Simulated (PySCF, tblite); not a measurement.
# C4H8SeSi: geometry, infrared bands and NMR shifts

What infrared bands and NMR shifts should C4H8SeSi (`C#C[C@@H](C)[Se][SiH3]`) show?

Programs: tblite 0.8.0 and PySCF 2.14.0, with density-fitted response routines of our own. Each step states its level of theory. These are calculated values for one molecule in the gas phase, unless marked as measured. Atoms count from 0, in the outputs and in this text.

## (1) Starting geometry

14 atoms, charge 0, multiplicity 1; geometry from: force field or distance geometry start.

Bonds of the start (Å): C0–C1 1.21, C1–C2 1.48, C2–C3 1.52, C2–Se4 1.94, Se4–Si5 2.30, C0–H6 1.07, C2–H7 1.11, C3–H8 1.10, C3–H9 1.10, C3–H10 1.12, Si5–H11 1.48, Si5–H12 1.46, Si5–H13 1.48.

## (2) Relaxing the molecule with GFN2-xTB

What the job is given:

```
{"job": {"kind": "relax", "xc": "GFN2-xTB", "basis": "xTB"}, "charge": 0, "multiplicity": 1}
C     -1.251100     1.754000    -1.080400
C     -1.162200     0.849000    -0.278300
C     -1.032700    -0.240300     0.709500
C     -0.941200    -1.558400    -0.050200
Se     0.564100     0.062000     1.771200
Si     2.205700     0.572200     0.237100
H     -1.339500     2.552400    -1.785900
H     -1.958300    -0.290200     1.321100
H     -1.535600    -2.327400     0.472400
H     -1.221700    -1.473100    -1.105800
H      0.125100    -1.904500     0.002200
H      1.762600     0.065300    -1.085400
H      2.305200     2.025200     0.256900
H      3.479000    -0.086800     0.593700
```

Command:

```bash
> OMP_NUM_THREADS=1 python probes_run.py task.json out
```

One launch serves the whole session: the jobs run in the order shown.

**Question.** This job is followed by: GFN2-xTB harmonic vibrations, gas phase; GIAO PBE0/pcSseg-1 NMR shielding, non-relativistic, gas phase. What will the session give for the following? strongest single infrared mode (GFN2-xTB); zero-point energy (GFN2-xTB); 13C shifts against TMS (PBE0/pcSseg-1); 1H shifts against TMS (PBE0/pcSseg-1, means over atoms taken as alike); 77Se shifts against Me2Se (PBE0/pcSseg-1); 29Si shifts against TMS (PBE0/pcSseg-1).

The runs gave:

| quantity | value |
| --- | --- |
| strongest single infrared mode (GFN2-xTB) | 756 cm⁻¹, 505 km/mol |
| zero-point energy (GFN2-xTB) | 61.1 kcal/mol |
| 13C shifts against TMS (PBE0/pcSseg-1) | 89.2, 81.8, 31.5, 27.1 ppm |
| 1H shifts against TMS (PBE0/pcSseg-1, means over atoms taken as alike) | 4.62, 3.61, 2.25, 1.69 ppm |
| 77Se shifts against Me2Se (PBE0/pcSseg-1) | 17 ppm |
| 29Si shifts against TMS (PBE0/pcSseg-1) | -68.3 ppm |

**Reading.** The optimisation took 111 steps and gained 0.353 eV; among the close pairs (by a distance rule), C2–Se4 changed most, from 1.941 to 2.029 Å. No mode is imaginary among the 36: a minimum at this level. The strongest single mode, at 756 cm⁻¹, moves mainly H13 and H12. GFN2-xTB is a fitted tight-binding method: band positions and strengths are rough. Its intensities can rank the bands wrongly. At PBE0/pcSseg-1: The largest span, 1541 ppm, is at Se4, where the paramagnetic term is -1260 ppm. Spin-orbit coupling is left out, which matters for shieldings and couplings at and beside the heavy atoms.
